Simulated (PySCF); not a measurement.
**A diatomic session: RhCl**

What are the lowest state that PBE0 finds, the bond length, vibrational wavenumber and bond energy of RhCl, and how much do these hang on the method?

Program: PySCF 2.14.0. Level of theory: Rh def2-TZVPP with ECP28, Cl def2-TZVPP, scalar-relativistic core potentials. These are calculated values, not measurements.

1 further run of the same task is left out (it didn't finish).

## 1. Set-up

A driver script around PySCF takes these settings:

| Quantity | Value |
| --- | --- |
| atoms | Rh, Cl |
| charge | 0 |
| basis | Rh def2-TZVPP with ECP28, Cl def2-TZVPP |
| Hamiltonian | scalar-relativistic core potentials |
| basis functions | 98 |
| electrons treated | 34 |
| masses in u | 102.9055, 34.9689 |
| levels | PBE0, PBE, r²SCAN, B3LYP, PW91, BLYP, LDA, ωB97M-V, HF, MP2, SCS-MP2, CCSD, CCSD(T) |
| grid | 80 radial by 434 angular points |
| occupations | held fixed by the projection of orbital angular momentum |
| dissociation limit | Rh + Cl, each in its ground configuration |
| starting distance in angstrom | 2.145 |
| values of 2S to try | 0, 2, 4, 6 |

The run is started by

```sh
$ OMP_NUM_THREADS=2 python dia.py task.json out
```

The runs that follow: First curve: PBE0; Other states along the same grid; PBE (GGA); r²SCAN (meta-GGA); B3LYP (global hybrid GGA); PW91; BLYP; LDA (local density); ωB97M-V (range-separated hybrid); UHF (mean field); Correlated methods on the Hartree–Fock reference.

Q: Predict the outcome of this session. Wanted: for each run, Re; ωe; De; μ.

As calculated:

Lowest PBE0 solution found, without spin–orbit coupling: ³Δ (triplet), unpaired electrons σ ↑, δ ↑. State 2 has its PBE0 minimum 0.24 eV higher. State 3 has its PBE0 minimum 0.37 eV higher. The other levels ran on the lowest alone.

| level | Re (Å) | ωe (cm⁻¹) | De (eV) | μ (D) |
| --- | --- | --- | --- | --- |
| UHF | 2.380 | 318 | 2.32 | -7.19 |
| UHF-MP2 | 2.235 | 371 | 3.49 | n/a |
| UHF-SCS-MP2 | 2.265 | 358 | 3.40 | n/a |
| UHF-CCSD | 2.277 | 356 | 3.22 | n/a |
| UHF-CCSD(T) | 2.265 | 361 | 3.35 | n/a |
| LDA | 2.187 | 398 | 4.37 | -3.80 |
| PBE | 2.241 | 363 | 3.66 | -4.15 |
| PW91 | 2.240 | 364 | 3.67 | -4.13 |
| BLYP | 2.275 | 345 | 3.40 | -4.15 |
| r²SCAN | 2.244 | 365 | 3.59 | -4.66 |
| B3LYP | 2.276 | 349 | 3.35 | -4.83 |
| PBE0 | 2.253 | 361 | 3.48 | -4.99 |
| ωB97M-V | 2.277 | 354 | 3.73 | -5.44 |

De is counted to Rh + Cl in their ground configurations. A positive dipole means Rh(−)Cl(+).

Differences from CCSD(T) in the same basis:

| level | Re (mÅ) | ωe (%) |
| --- | --- | --- |
| UHF | +115 | -12.1 |
| UHF-MP2 | -30 | +2.8 |
| UHF-SCS-MP2 | 0 | -0.9 |
| UHF-CCSD | +12 | -1.3 |
| LDA | -78 | +10.3 |
| PBE | -24 | +0.5 |
| PW91 | -25 | +0.8 |
| BLYP | +10 | -4.4 |
| r²SCAN | -21 | +1.0 |
| B3LYP | +11 | -3.3 |
| PBE0 | -12 | 0.0 |
| ωB97M-V | +12 | -2.0 |

**Reading.** Against CCSD(T) in the same basis, the bond length is nearest at UHF-SCS-MP2 (0 mÅ) and farthest at UHF (+115 mÅ); the wavenumber is nearest at PBE0 (0.0 %) and farthest at UHF (-12.1 %). Among the levels with a De in the table, it runs from 2.32 eV (UHF) to 4.37 eV (LDA).

Correlated steps freeze 5 core orbitals. With d or f electrons several states lie close, and the lowest PBE0 determinant need not be the measured ground state. At some levels the lowest empty orbital lies below the highest filled one (the two can be of opposite spin). Spin–orbit coupling is left out.
